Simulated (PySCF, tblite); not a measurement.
# C6H14AlB: geometry, infrared bands, NMR shifts, electronic excitations and core binding energies

What infrared bands, NMR shifts, electronic excitations and core binding energies should C6H14AlB (`CB(C)[C@@H]1C[CH2][AlH][CH2]1`) show?

The runs use tblite 0.8.0 and PySCF 2.14.0, with density-fitted response routines of our own; the level of theory stands in each step. All values are computed, except where a source is named. Atoms count from 0, in the outputs and in this text.

## Step 1: The molecule as given

22 atoms, charge 0, multiplicity 1; geometry from: force field or distance geometry start.

Bonds of the start (Å): C0–B1 1.59, B1–C2 1.59, B1–C3 1.61, C3–C4 1.52, C4–C5 1.53, C5–Al6 1.96, Al6–C7 1.96, C7–C3 1.54, C0–H8 1.11, C0–H9 1.11, C0–H10 1.11, C2–H11 1.12, C2–H12 1.10, C2–H13 1.11, C3–H14 1.12, C4–H15 1.11, C4–H16 1.11, C5–H17 1.11, C5–H18 1.10, Al6–H19 1.59, C7–H20 1.11, C7–H21 1.11.

## Step 2: Optimising the geometry with GFN2-xTB

Job settings and geometry (Å):

```
{"job": {"kind": "relax", "xc": "GFN2-xTB", "basis": "xTB"}, "charge": 0, "multiplicity": 1}
C     -2.255800     0.728700     1.391600
B     -1.334200    -0.014800     0.333500
C     -1.966400    -0.996400    -0.742900
C      0.258700     0.241100     0.387700
C      0.794300     0.842400    -0.906200
C      2.315400     0.946500    -0.856400
Al     2.871400    -0.651200     0.142700
C      1.042400    -1.041700     0.740600
H     -3.324500     0.461300     1.235000
H     -1.972400     0.440500     2.426000
H     -2.147800     1.826300     1.270700
H     -3.081000    -1.039700    -0.621400
H     -1.571900    -2.015300    -0.619800
H     -1.745100    -0.620900    -1.768400
H      0.444100     0.979800     1.211600
H      0.355900     1.854300    -1.067100
H      0.519100     0.202100    -1.773500
H      2.633400     1.850400    -0.298100
H      2.752300     0.958400    -1.870500
H      3.728400    -1.762300    -0.615300
H      0.674600    -1.922600     0.170400
H      0.998700    -1.247800     1.829000
```

Started as:

```console
$ OMP_NUM_THREADS=1 python probes_run.py task.json out
```

The driver reads the jobs from task.json and runs them one after another.

**Question.** This job is followed by: GFN2-xTB harmonic vibrations, gas phase; PBE0-D3(BJ)/def2-SVP geometry optimisation, gas phase; GIAO PBE0/pcSseg-1 NMR shielding, non-relativistic, gas phase; TDDFT PBE0/def2-SVPD, vertical, gas phase, core orbitals frozen in the response; GIAO HF/pcSseg-1 NMR shielding, non-relativistic, gas phase; delta-SCF UKS SCAN, pcX-2 on the ionised atom, pcseg-1 elsewhere, spin-free X2C. What will the session give for the following? strongest single infrared mode (GFN2-xTB); zero-point energy (GFN2-xTB); point group; rotational constants (main isotopes); ¹³C shifts against TMS (PBE0/pcSseg-1, means over atoms taken as alike); ¹H shifts against TMS (PBE0/pcSseg-1, means over atoms taken as alike); ¹¹B shifts against BF3·OEt2 (PBE0/pcSseg-1); ²⁷Al shifts against AlH4- (PBE0/pcSseg-1); lowest singlet (PBE0/def2-SVPD); brightest single state of those computed; lowest triplet; vertical ionisation energy (ΔSCF); C1s binding energies, SCAN/pcX-2; B1s binding energies, SCAN/pcX-2; Al1s binding energies, SCAN/pcX-2; Al2p binding energies, SCAN/pcX-2; range of the shift of Al6.

The runs gave:

```
                                                               quantity                                                       value
                              strongest single infrared mode (GFN2-xTB)                                       1809 cm⁻¹, 641 km/mol
                                           zero-point energy (GFN2-xTB)                                              112.8 kcal/mol
                                                            point group                                                          C1
                                   rotational constants (main isotopes)                                        2.97, 1.01, 0.89 GHz
¹³C shifts against TMS (PBE0/pcSseg-1, means over atoms taken as alike)                             42.2, 29.5, 13.6, 11.4, 6.1 ppm
 ¹H shifts against TMS (PBE0/pcSseg-1, means over atoms taken as alike)  5.94, 2.12, 1.22, 1.09, 0.78, 0.70, 0.08, -0.07, -0.92 ppm
                            ¹¹B shifts against BF3·OEt2 (PBE0/pcSseg-1)                                                    71.0 ppm
                              ²⁷Al shifts against AlH4- (PBE0/pcSseg-1)                                                   246.6 ppm
                                        lowest singlet (PBE0/def2-SVPD)                                 4.44 eV (279 nm), f = 0.000
                               brightest single state of those computed                                 state 3, 5.55 eV, f = 0.137
                                                         lowest triplet                                                     4.19 eV
                                      vertical ionisation energy (ΔSCF)                                                     8.55 eV
                                       C1s binding energies, SCAN/pcX-2    C4 290.10, C0 289.59, C3 289.52, C7 289.43, C5 289.30 eV
                                       B1s binding energies, SCAN/pcX-2                                                B1 194.63 eV
                                      Al1s binding energies, SCAN/pcX-2                                              Al6 1566.27 eV
                                      Al2p binding energies, SCAN/pcX-2                                                Al6 79.92 eV
                                              range of the shift of Al6                                          210.8 to 246.6 ppm
```

In words: The optimisation took 195 steps and gained 0.806 eV; among the close pairs (by a distance rule), Al6–H19 changed most, from 1.595 to 1.543 Å (GFN2-xTB). No mode is imaginary among the 60: a minimum at this level. The strongest single mode, at 1809 cm⁻¹, moves mainly H19. GFN2-xTB is a fitted tight-binding method: band positions and strengths are rough. Its intensities can rank the bands wrongly. The optimisation took 9 steps and gained 0.311 eV; among the close pairs (by a distance rule), Al6–H19 changed most, from 1.511 to 1.594 Å (PBE0/def2-SVP). At PBE0/pcSseg-1: The largest span, 139 ppm, is at B1, where the paramagnetic term is -159 ppm. The first singlet state (HOMO→LUMO 0.97) lies at 4.44 eV and is dark; of the 10 states computed, the strongest absorption comes from state 3 at 5.55 eV. The lowest triplet lies 0.25 eV below the lowest singlet (triplets in Tamm-Dancoff, singlets in full TDDFT). ΔSCF puts the ionisation energy at 8.55 eV, 1.72 eV above −ε(HOMO). The C1s levels kept as sound span 0.80 eV, from C5 (sp3 CH2 bonded to Al) up to C4 (sp3 CH2 in a ring). Across the 2 runs the shift of Al6 moves most, between 210.8 (HF/pcSseg-1) and 246.6 ppm (PBE0/pcSseg-1).
